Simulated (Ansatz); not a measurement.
# ZnCd3O: the cost of one run

Program: Ansatz 0.2.0. Level of theory: DFT PBE, scalar-relativistic, plane waves, PAW. These are calculated values, not measurements.

**1. The system as given**

Symmetry: Pm-3m, No. 221, cubic system. Conventional cell: a = 4.818 Å, b = 4.818 Å, c = 4.818 Å, α = 90.00°, β = 90.00°, γ = 90.00°. Around Zn (site symmetry m-3m) lie 12 Cd at 3.41 Å. Cd (site symmetry 4/mmm) has 2 O at 2.41 Å as nearest neighbours. O (site symmetry m-3m) has 6 Cd at 2.41 Å as nearest neighbours.

As a file:

```cif
data_structure
_symmetry_space_group_name_H-M 'Pm-3m'
_symmetry_Int_Tables_number 221
_cell_length_a 4.8183
_cell_length_b 4.8183
_cell_length_c 4.8183
_cell_angle_alpha 90.000
_cell_angle_beta 90.000
_cell_angle_gamma 90.000
_cell_volume 111.86
loop_
_atom_site_label
_atom_site_type_symbol
_atom_site_symmetry_multiplicity
_atom_site_Wyckoff_symbol
_atom_site_fract_x
_atom_site_fract_y
_atom_site_fract_z
_atom_site_occupancy
Zn1 Zn 1 b 0.50000 0.50000 0.50000 1
Cd1 Cd 3 d 0.50000 0.00000 0.00000 1
O1 O 1 a 0.00000 0.00000 0.00000 1
```

A structure generator made this guess: random cell by space group and Wyckoff sites (Pm-3m, No. 221). Lengths come from tabulated atomic sizes and are only a guess.

**2. A first look at the guess**

File input.yaml:

```yaml
crystal:
  lattice:
    - [4.8182729, 0.0, 0.0]
    - [0.0, 4.8182729, 0.0]
    - [0.0, 0.0, 4.8182729]
  atoms:
    - { symbol: Zn, position: [0.5, 0.5, 0.5] }
    - { symbol: Cd, position: [0.5, 0.0, 0.0] }
    - { symbol: Cd, position: [0.0, 0.5, 0.0] }
    - { symbol: Cd, position: [0.0, 0.0, 0.5] }
    - { symbol: O, position: [0.0, 0.0, 0.0] }
basis:
  ecutwfc: 420
kpoints:
  mp_grid: { grid: [4, 4, 4] }
hamiltonian:
  xc: pbe
scf:
  occupations: { method: gaussian, width: 0.1 }
  lower_state_search: "off"
output:
  forces: true
  stress: true
  eigenvalues: true
```

The run is started by

```
$ ansatz run input.yaml --threads 1 --pin off --max-ram 2560MiB --backend cpu --events-out ev --progress --plain --runs-dir out
```

What time and memory should one allow on 1 thread of Intel Xeon at 2.70GHz, shared host?

About 4.5 s, with a peak of 0.41 GiB.
